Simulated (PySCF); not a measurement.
# C2H8N2Sn: the cost of one run

Computed with PySCF 2.14.0 and routines of our own; the level stands in each step. Atoms count from 0.

## Step 1: The system as given

13 atoms, charge 0, multiplicity 1; geometry from: GFN2-xTB.

## Step 2: Geometry optimisation at PBE0-D3(BJ)/def2-SVP

What the job is given:

```
{"job": {"xc": "PBE0", "basis": "def2-SVP", "d3": "d3bj", "grid": 1, "maxiter": 30, "shake": 0.01, "kind": "geom"}, "charge": 0, "multiplicity": 1}
C     -2.206160     0.024530    -0.362010
C     -1.168150    -1.002140    -0.532470
N      0.060830    -0.861580    -0.344320
N      0.640880     0.316770     0.049490
Sn     2.563300     0.345500     0.460460
H     -2.030580     0.911170    -1.015970
H     -3.189860    -0.359150    -0.621770
H     -2.243420     0.413560     0.660280
H     -1.462430    -1.979300    -0.830610
H     -0.048580     1.067660     0.235230
H      2.871210     1.911270     0.943950
H      3.367650    -0.076600    -0.905020
H      2.851140    -0.728580     1.668680
```

Run with:

```sh
$ OMP_NUM_THREADS=1 python heavy_run.py task.json out
```

This one command runs all jobs of the session in turn.

Q: Estimate the wall time and peak memory of this first job on 1 thread of AMD EPYC 9R14, shared host.

About 49 s, with a peak of 0.52 GiB.
